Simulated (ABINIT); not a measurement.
# Be2Te (P-3m1) in ABINIT: reference runs

Reference runs on Be2Te: the cell as given and a disturbed copy.

Program: ABINIT 10.8.3 (patched build). These are calculated values, not measurements. Logs are shortened: lines on timing, memory, paths and dates and some standing lists are left out, and cuts for length are marked. The log counts tension as positive stress, the text compression.

**1. The structure**

It takes space group P-3m1 (No. 164, trigonal). Conventional cell: a = 3.659 Å, b = 3.659 Å, c = 4.175 Å, α = 90.00°, β = 90.00°, γ = 120.00°. Around Be (site symmetry 3m) lie 3 Be at 2.42 Å and 3 Te at 2.59 Å. Te (site symmetry -3m) is surrounded by 6 Be at 2.59 Å.

The cell was built by a generator and needn't be a form met in nature.

**2. Single point, PBE**

The input, run.abi:

```
# Pseudopotentials
pp_dirpath "./"
pseudos "Be.GGA_PBE-JTH.xml, Te.GGA_PBE-JTH.xml"

# Structure
acell 3.65917 3.6591775431 4.17516 Angstrom
rprim
     1.0000000000     0.0000000000     0.0000000000
    -0.5000003357     0.8660252100     0.0000000000
     0.0000000000     0.0000000000     1.0000000000
ntypat 2
znucl 4 52
natom 3
typat 1 1 2
xred
     0.3333300000     0.6666700000     0.6414600000
     0.6666700000     0.3333300000     0.3585400000
     0.0000000000     0.0000000000     0.0000000000

# Plane-wave basis
ecut 517.016339 eV
pawecutdg 38.0
pawxcdev 0

# k points
kptopt 1
ngkpt 8 8 7
nshiftk 1
shiftk 0.0 0.0 0.0

# Exchange and correlation
ixc 11

# Bands and occupations
nband 11
occopt 3
tsmear 0.05 eV

# SCF cycle
nstep 100
tolvrs 1.0e-9

# Output
iomode 3
prtwf 0
prtden 0
prteig 0
prtebands 0
enunit 1
```

Potentials or basis: JTH PAW PBE v2.0.

On the command line:

```bash
$ abinit run.abi > log 2>&1
```

run.abo:

```text
.Version 10.8.3 of ABINIT
 Symmetries : space group P-3 m 1 (#164); Bravais hP (primitive hexag.)
================================================================================
 Values of the parameters that define the memory need of the present run
     intxc =       0    ionmov =       0      iscf =      17    lmnmax =       8
     lnmax =       4     mgfft =      32  mpssoang =       2    mqgrid =    3001
     natom =       3  nloc_mem =       2    nspden =       1   nspinor =       1
    nsppol =       1      nsym =      12    n1xccc =       1    ntypat =       2
    occopt =       3   xclevel =       2
       mpw =        1309          nfft =       28800          nkpt =          55
 PAW method is used; the additional fine FFT grid is defined by:
   mgfftf=        45    nfftf =     72000
================================================================================
================================================================================

--------------------------------------------------------------------------------
------------- Echo of variables that govern the present computation ------------
--------------------------------------------------------------------------------
 -outvars: echo values of preprocessed input variables --------
            acell      6.9148362754E+00  6.9148362754E+00  7.8899089318E+00 Bohr
              amu      9.01218200E+00  1.27600000E+02
             ecut      1.90000000E+01 Hartree
           enunit           1
                       outvar_i_n : Printing only first  50 k-points.
              ixc          11
                       outvar_i_n : Printing only first  50 k-points.
         kptrlatt        8    0    0      0    8    0      0    0    7
          kptrlen      5.52293625E+01
            natom           3
            nband          11
            ngfft          30      30      32
          ngfftdg          40      40      45
             nkpt          55
            nstep         100
             nsym          12
           ntypat           2
                       prtocc : prtvol=0, do not print more k-points.
           occopt           3
        pawecutdg      3.80000000E+01 Hartree
         pawxcdev           0
           prtden           0
        prtebands           0
           prteig           0
            prtwf           0
            rprim      1.0000000000E+00  0.0000000000E+00  0.0000000000E+00
                      -5.0000000000E-01  8.6602540378E-01  0.0000000000E+00
                       0.0000000000E+00  0.0000000000E+00  1.0000000000E+00
          spgroup         164
           tolvrs      1.00000000E-09
           tsmear      1.83746611E-03 Hartree
            typat      1  1  2
           useylm           1
                       outvars : Printing only first  50 k-points.
           xangst     -6.7708316206E-17  2.1126249620E+00  2.6781981336E+00
                       1.8295868858E+00  1.0563124810E+00  1.4969618664E+00
                       0.0000000000E+00  0.0000000000E+00  0.0000000000E+00
            xcart     -1.2795017407E-16  3.9922825850E+00  5.0610609834E+00
                       3.4574181377E+00  1.9961412925E+00  2.8288479484E+00
                       0.0000000000E+00  0.0000000000E+00  0.0000000000E+00
             xred      3.3333333333E-01  6.6666666667E-01  6.4146000000E-01
                       6.6666666667E-01  3.3333333333E-01  3.5854000000E-01
                       0.0000000000E+00  0.0000000000E+00  0.0000000000E+00
            znucl        4.00000   52.00000

================================================================================

 chkinp: Checking input parameters for consistency.

================================================================================
== DATASET  1 ==================================================================

--- !DatasetInfo
iteration_state: {dtset: 1, }
dimensions: {natom: 3, nkpt: 55, mband: 11, nsppol: 1, nspinor: 1, nspden: 1, mpw: 1309, }
cutoff_energies: {ecut:  19.0, pawecutdg:  38.0, }
electrons: {nelect:   1.40000000E+01, charge:   0.00000000E+00, occopt:   3.00000000E+00, tsmear:   1.83746611E-03, }
meta: {optdriver: 0, ionmov: 0, optcell: 0, iscf: 17, paral_kgb: 0, }
...

 Exchange-correlation functional for the present dataset will be:
  GGA: Perdew-Burke-Ernzerhof functional - ixc=11
  J.P.Perdew, K.Burke, M.Ernzerhof, PRL 77, 3865 (1996)

 Real(R)+Recip(G) space primitive vectors, cartesian coordinates (Bohr,Bohr^-1):
 R(1)=  6.9148363  0.0000000  0.0000000  G(1)=  0.1446166  0.0834944  0.0000000
 R(2)= -3.4574181  5.9884239  0.0000000  G(2)=  0.0000000  0.1669888  0.0000000
 R(3)=  0.0000000  0.0000000  7.8899089  G(3)=  0.0000000  0.0000000  0.1267442
 Unit cell volume ucvol=  3.2671301E+02 bohr^3
 Angles (23,13,12)=  9.00000000E+01  9.00000000E+01  1.20000000E+02 degrees

 Coarse grid specifications (used for wave-functions):

 getcut: wavevector=  0.0000  0.0000  0.0000  ngfft=  30  30  32
         ecut(hartree)=     19.000   => boxcut(ratio)=   2.06698

 Fine grid specifications (used for densities):

 getcut: wavevector=  0.0000  0.0000  0.0000  ngfft=  40  40  45
         ecut(hartree)=     38.000   => boxcut(ratio)=   2.00967

--- Pseudopotential description ------------------------------------------------
- pspini: atom type   1  psp file is ./Be.GGA_PBE-JTH.xml
 Pseudopotential format is: paw10
 basis_size (lnmax)=  4 (lmn_size=  8), orbitals=   0   0   1   1
 Spheres core radius: rc_sph= 1.60727588
 Shapefunction is SIN type: shapef(r)=[sin(pi*r/rshp)/(pi*r/rshp)]**2
 Radius for shape functions =  1.40108027
 Compensation charge density is not taken into account in XC energy/potential

- pspini: atom type   2  psp file is ./Te.GGA_PBE-JTH.xml
 Pseudopotential format is: paw10
 basis_size (lnmax)=  4 (lmn_size=  8), orbitals=   0   0   1   1
 Spheres core radius: rc_sph= 2.31107438
 Shapefunction is SIN type: shapef(r)=[sin(pi*r/rshp)/(pi*r/rshp)]**2
 Radius for shape functions =  2.10488624
 Compensation charge density is not taken into account in XC energy/potential

   1.65454678E+03                                ecore*ucvol(ha*bohr**3)
--------------------------------------------------------------------------------

[... 7 lines left out ...]

     iter   Etot(hartree)      deltaE(h)  residm     nres2
 ETOT  1  -37.537650893915    -3.754E+01 6.497E+00 1.055E+00
 ETOT  2  -37.796653756764    -2.590E-01 3.919E-02 1.477E-01
 ETOT  3  -37.796171128778     4.826E-04 9.866E-03 3.418E-02
 ETOT  4  -37.796129773472     4.136E-05 1.137E-03 7.817E-04
 ETOT  5  -37.796124139171     5.634E-06 5.780E-04 9.817E-05
 ETOT  6  -37.796124165452    -2.628E-08 3.561E-04 2.257E-06
 ETOT  7  -37.796124164833     6.187E-10 2.657E-04 1.185E-06
 ETOT  8  -37.796124156003     8.830E-09 1.110E-04 2.778E-08
 ETOT  9  -37.796124156087    -8.323E-11 9.479E-05 3.606E-09
 ETOT 10  -37.796124156082     4.263E-12 5.335E-05 3.887E-11

 At SCF step   10       nres2   =  3.89E-11 < tolvrs=  1.00E-09 =>converged.

 Cartesian components of stress tensor (hartree/bohr^3)
  sigma(1 1)= -2.07709973E-06  sigma(3 2)=  0.00000000E+00
  sigma(2 2)= -2.07709973E-06  sigma(3 1)=  0.00000000E+00
  sigma(3 3)= -8.57802314E-06  sigma(2 1)=  0.00000000E+00

--- !ResultsGS
iteration_state: {dtset: 1, }
comment   : Summary of ground state results
lattice_vectors:
- [  6.9148363,   0.0000000,   0.0000000, ]
- [ -3.4574181,   5.9884239,   0.0000000, ]
- [  0.0000000,   0.0000000,   7.8899089, ]
lattice_lengths: [   6.91484,    6.91484,    7.88991, ]
lattice_angles: [ 90.000,  90.000, 120.000, ] # degrees, (23, 13, 12)
lattice_volume:   3.2671301E+02
convergence: {deltae:  4.263E-12, res2:  3.887E-11, residm:  5.335E-05, diffor: null, }
etotal    :  -3.77961242E+01
entropy   :   0.00000000E+00
fermie    :  -7.51087384E-02
cartesian_stress_tensor: # hartree/bohr^3
- [ -2.07709973E-06,   0.00000000E+00,   0.00000000E+00, ]
- [  0.00000000E+00,  -2.07709973E-06,   0.00000000E+00, ]
- [  0.00000000E+00,   0.00000000E+00,  -8.57802314E-06, ]
pressure_GPa:   1.2486E-01
xred      :
- [  3.3333E-01,   6.6667E-01,   6.4146E-01, Be]
- [  6.6667E-01,   3.3333E-01,   3.5854E-01, Be]
- [  0.0000E+00,   0.0000E+00,   0.0000E+00, Te]
cartesian_forces: # hartree/bohr
- [  2.59600769E-29,   1.49880574E-29,   1.00389038E-04, ]
- [ -5.19201538E-29,  -2.99761148E-29,  -1.00389038E-04, ]
- [  2.59600769E-29,   1.49880574E-29,  -0.00000000E+00, ]
force_length_stats: {min:   2.99761148E-29, max:   1.00389038E-04, mean:   6.69260253E-05, }
...

 Integrated electronic density in atomic spheres:
 ------------------------------------------------
 Atom  Sphere_radius  Integrated_density
    1        1.60728          2.47674661
    2        1.60728          2.47674661
    3        2.31107          3.15627564

================================================================================

 ----iterations are completed or convergence reached----

 Mean square residual over all n,k,spin=   36.083E-08; max=  53.347E-06
 reduced coordinates (array xred) for    3 atoms
       0.333333333333      0.666666666667      0.641460000000
       0.666666666667      0.333333333333      0.358540000000
       0.000000000000      0.000000000000      0.000000000000
 rms dE/dt=  3.7338E-04; max dE/dt=  7.9206E-04; dE/dt below (all hartree)
    1       0.000000000000      0.000000000000     -0.000792060367
    2       0.000000000000      0.000000000000      0.000792060367
    3       0.000000000000      0.000000000000      0.000000000000

 cartesian coordinates (angstrom) at end:
    1     -0.00000000000000     2.11262496204541     2.67819813360000
    2      1.82958688580046     1.05631248102270     1.49696186640000
    3      0.00000000000000     0.00000000000000     0.00000000000000

 cartesian forces (hartree/bohr) at end:
    1      0.00000000000000     0.00000000000000     0.00010038903794
    2     -0.00000000000000    -0.00000000000000    -0.00010038903794
    3      0.00000000000000     0.00000000000000    -0.00000000000000
 frms,max,avg= 4.7323846E-05 1.0038904E-04   0.000E+00  0.000E+00  0.000E+00 h/b

 cartesian forces (eV/Angstrom) at end:
    1      0.00000000000000     0.00000000000000     0.00516221188633
    2     -0.00000000000000    -0.00000000000000    -0.00516221188633
    3      0.00000000000000     0.00000000000000    -0.00000000000000
 frms,max,avg= 2.4334900E-03 5.1622119E-03   0.000E+00  0.000E+00  0.000E+00 e/A
 length scales=  6.914836275431  6.914836275431  7.889908931845 bohr
              =  3.659173771601  3.659173771601  4.175160000000 angstroms
 Fermi (or HOMO) energy (eV) =  -2.04381   Average Vxc (eV)= -10.09686
 Eigenvalues (   eV  ) for nkpt=  55  k points:
 kpt#   1, nband= 11, wtk=  0.00223, kpt=  0.0000  0.0000  0.0000 (reduced coord)
-103.15146 -103.14737  -15.66903   -6.24464   -5.12777   -2.55038   -2.55038    0.03752
   0.03752    1.84435    4.79397
 prteigrs : prtvol=0 or 1, do not print more k-points.

--- !EnergyTerms
iteration_state     : {dtset: 1, }
comment             : Components of total free energy in Hartree
kinetic             :  6.22952318420623E+00
hartree             :  3.17568323768740E+00
xc                  : -5.70439677766230E+00
Ewald energy        : -1.98981919255528E+01
psp_core            :  5.06422070369181E+00
local_psp           : -1.19476746259856E+01
PAW spherical_terms : -1.47151314192116E+01
internal            : -3.77959676228269E+01
'-kT*entropy'       : -1.53962813813361E-04
total_energy        : -3.77961215856407E+01
total_energy_eV     : -1.02848486306693E+03
...

--- !EnergyTermsDC
iteration_state     : {dtset: 1, }
comment             : '"Double-counting" decomposition of free energy'
band_energy         : -1.78459312588929E+01
Ewald energy        : -1.98981919255528E+01
psp_core            :  5.06422070369181E+00
xc_dc               : -3.73976246878960E+00
PAW spherical_terms : -1.37630524372513E+00
internal            : -3.77959701932686E+01
'-kT*entropy'       : -1.53962813813361E-04
total_energy_dc     : -3.77961241560824E+01
total_energy_dc_eV  : -1.02848493301221E+03
...

--- !EnergyTermsWithPAWCore
iteration_state     : {dtset: 1, }
comment             : 'Components of total free energy, including PAW core contributions'
Total energy        : -6.82407179992538E+03
Total energy DC     : -6.82407180249583E+03
Total energy (eV)   : -1.85692453518076E+05
Total energy DC (eV): -1.85692453588022E+05
...

 Cartesian components of stress tensor (hartree/bohr^3)
  sigma(1 1)= -2.07709973E-06  sigma(3 2)=  0.00000000E+00
  sigma(2 2)= -2.07709973E-06  sigma(3 1)=  0.00000000E+00
  sigma(3 3)= -8.57802314E-06  sigma(2 1)=  0.00000000E+00

-Cartesian components of stress tensor (GPa)         [Pressure=  1.2486E-01 GPa]
- sigma(1 1)= -6.11103839E-02  sigma(3 2)=  0.00000000E+00
- sigma(2 2)= -6.11103839E-02  sigma(3 1)=  0.00000000E+00
- sigma(3 3)= -2.52374154E-01  sigma(2 1)=  0.00000000E+00

== END DATASET(S) ==============================================================
================================================================================

 -outvars: echo values of variables after computation  --------
            acell      6.9148362754E+00  6.9148362754E+00  7.8899089318E+00 Bohr
           etotal     -3.7796124156E+01
            fcart      2.5960076912E-29  1.4988057393E-29  1.0038903794E-04
                      -5.1920153824E-29 -2.9976114787E-29 -1.0038903794E-04
                       2.5960076912E-29  1.4988057393E-29 -0.0000000000E+00
            rprim      1.0000000000E+00  0.0000000000E+00  0.0000000000E+00
                      -5.0000000000E-01  8.6602540378E-01  0.0000000000E+00
                       0.0000000000E+00  0.0000000000E+00  1.0000000000E+00
           strten     -2.0770997301E-06 -2.0770997301E-06 -8.5780231441E-06
                       0.0000000000E+00  0.0000000000E+00  0.0000000000E+00
           xangst     -6.7708316206E-17  2.1126249620E+00  2.6781981336E+00
                       1.8295868858E+00  1.0563124810E+00  1.4969618664E+00
                       0.0000000000E+00  0.0000000000E+00  0.0000000000E+00
             xred      3.3333333333E-01  6.6666666667E-01  6.4146000000E-01
                       6.6666666667E-01  3.3333333333E-01  3.5854000000E-01
                       0.0000000000E+00  0.0000000000E+00  0.0000000000E+00
 Calculation completed.
```

Wall time 24 s (1 thread of Arm Neoverse V1, shared host); peak memory 0.11 GiB.

Results:

| Item | Value |
| --- | --- |
| Free energy | -1028.4849 eV |
| Pressure | 0.1 GPa |
| Largest force | 0.005 eV/Å |
| Band gap on the k mesh | none (metal or under the smearing width) |
| Valence electrons inside the program's atomic spheres | Be 2.48; Te 3.16 |

Forces in eV/Å, atoms in the order of the input:
```
Be   0.000  0.000  0.005
Be   0.000  0.000 -0.005
Te   0.000  0.000  0.000
```

**3. Single point, PBE (atoms moved at random, drawn with an rms of 0.05 Å)**

The input, run.abi:

```
pp_dirpath "./"
pseudos "Be.GGA_PBE-JTH.xml, Te.GGA_PBE-JTH.xml"

acell 3*1.0
rprim
     6.9148291434     0.0000000000     0.0000000000
    -3.4574240204     5.9884287054     0.0000000000
     0.0000000000     0.0000000000     7.8899089265
ntypat 2
znucl 4 52
natom 3
typat 1 1 2
xred
     0.3345610000     0.6629540000     0.6270780000
     0.6702910000     0.3457600000     0.3570670000
    -0.0019700000    -0.0102880000     0.0087020000
chkprim 0
chksymtnons 0
tolsym 1.0e-6

ecut 19.0
pawecutdg 38.0
pawxcdev 0

kptopt 1
ngkpt 8 8 7
nshiftk 1
shiftk 0.0 0.0 0.0

ixc 11

nband 11
occopt 3
tsmear 0.05 eV

nstep 100
tolvrs 1.0e-9

iomode 3
prtwf 0
prtden 0
prteig 0
prtebands 0
enunit 2
```

Potentials or basis: JTH PAW PBE v2.0.

On the command line:

```bash
$ abinit run.abi > log 2>&1
```

Run time: 90 s. Hardware: 1 thread of Arm Neoverse V1, shared host; peak memory 0.17 GiB.

The run converged. Its results:

```yaml
Free_energy: -1028.4761 eV
Pressure: 0.0 GPa
Largest_force: 0.169 eV/Å
Band_gap_on_the_k_mesh: none (metal or under the smearing width)
Valence_electrons_inside_the_program's_atomic_spheres: Be 2.46, 2.49; Te 3.14
```

Forces in eV/Å, atoms in the order of the input:
```
Be  -0.030  0.061  0.087
Be   0.044 -0.160 -0.030
Te  -0.014  0.098 -0.056
```

Stress tensor (GPa, compression positive):
```
-0.22  0.03  0.09
 0.03  0.29 -0.61
 0.09 -0.61 -0.16
```

Levels at points of the mesh, in eV from the Fermi level:
```tsv
k point	band 4	band 5	band 6	band 7	band 8	band 9	band 10	band 11
(0.00, 0.00, 0.00)	-4.19	-3.07	-0.52	-0.37	1.99	2.22	3.97	6.89
(0.50, 0.00, 0.00)	-7.23	-2.82	-2.27	-0.71	0.44	0.77	3.63	5.08
(0.00, 0.50, 0.00)	-7.26	-2.81	-2.27	-0.62	0.33	0.82	3.63	4.99
(0.50, 0.50, 0.00)	-7.21	-2.83	-2.28	-0.76	0.49	0.78	3.66	5.11
```

Spin-orbit coupling is left out, which matters for the levels of Te.
